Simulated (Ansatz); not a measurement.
I need a single point in a Gaussian basis of CH6N2O2Si, SMILES N=C(O)[SiH](N)O. Use Ansatz 0.2.0 through its Python package. Use: B3LYP, def2-SVP basis, multiplicity 1.

```csv
atom,x (Å),y (Å),z (Å)
N,0.9595,1.7520,0.6441
C,-0.0120,0.9135,0.8352
O,-0.6084,0.9406,2.0434
Si,-0.4624,-0.3720,-0.4557
N,0.6196,-0.5221,-1.7185
O,-0.5802,-1.9190,0.1220
H,1.3148,1.6868,-0.3195
H,-0.1140,1.6890,2.5340
H,-1.8204,-0.0562,-1.0618
H,1.4231,-1.0008,-1.2855
H,0.2234,-1.1634,-2.3631
H,-0.8660,-2.0035,1.0592
```

`ch6n2o2si_energy.py`:
```python
"""Single point of CH6N2O2Si."""

from pathlib import Path

import ansatz as az

mol = (
    az.Crystal.molecule()
    .atom("N", [0.9595, 1.752, 0.6441])
    .atom("C", [-0.012, 0.9135, 0.8352])
    .atom("O", [-0.6084, 0.9406, 2.0434])
    .atom("Si", [-0.4624, -0.372, -0.4557])
    .atom("N", [0.6196, -0.5221, -1.7185])
    .atom("O", [-0.5802, -1.919, 0.122])
    .atom("H", [1.3148, 1.6868, -0.3195])
    .atom("H", [-0.114, 1.689, 2.534])
    .atom("H", [-1.8204, -0.0562, -1.0618])
    .atom("H", [1.4231, -1.0008, -1.2855])
    .atom("H", [0.2234, -1.1634, -2.3631])
    .atom("H", [-0.866, -2.0035, 1.0592])
)

job = mol.calculation().basis(gaussian="def2-SVP").functional("b3lyp").orbitals()
done = job.run(threads=1, runs_dir="runs")
r = done.report

print(f"E = {r['free_energy_ev']:.6f} eV = {r['free_energy_ev'] / 27.211386246:.7f} Ha")
print("converged:", r["converged"], " doubts:", r["published_state_doubts"] or "none")

field = r["mean_field"]
print("<S^2> =", round(abs(field["state"]["spin_squared"]), 4), " relativity:", field["relativity"])
print("passes:", field["passes"])
if "symmetry" in field:
    print("occupied orbitals by irrep:", field["symmetry"]["occupied"])

lines = Path(r["orbitals_path"]).read_text().splitlines()
field_of = lambda key: [line.split("=")[1].strip() for line in lines if line.startswith(key)]
orbitals = [(27.211386 * float(e), s, float(n)) for e, s, n in zip(field_of("Ene="), field_of("Spin="), field_of("Occup="))]
homo = max(e for e, _, n in orbitals if n > 0.5)
lumo = min(e for e, _, n in orbitals if n < 0.5)
print(f"HOMO {homo:.3f} eV, LUMO {lumo:.3f} eV, gap {lumo - homo:.3f} eV")
```

```console
$ python ch6n2o2si_energy.py
E = -16079.385304 eV = -590.9065109 Ha
converged: True  doubts: none
<S^2> = 0.0  relativity: none
passes: {'evaluations': 16, 'products': 12}
occupied orbitals by irrep: [{'A': 28}, {'A': 28}]
HOMO -7.291 eV, LUMO -0.618 eV, gap 6.673 eV
```

What to keep in mind:
- Total energies depend on the basis set; only differences at equal settings carry meaning.
- The geometry is a force-field or estimated start, not a minimum of this method, and the basis set is short of its limit.
- b3lyp holds the VWN-RPA fit, as in Gaussian; the form of ORCA and Turbomole is b3lyp5.
- Levels such as HOMO and LUMO are orbital energies: with these approximate functionals they aren't the ionisation energy and electron affinity, and their gap isn't the fundamental gap.
- It ran for 5.7 s on 1 thread of Arm Neoverse V2 (shared host), peak memory 0.34 GiB.

(A comment or docstring line of the script was reworded after the run, the code is as it ran; lines on the test bed's own set-up are left out of the output.)
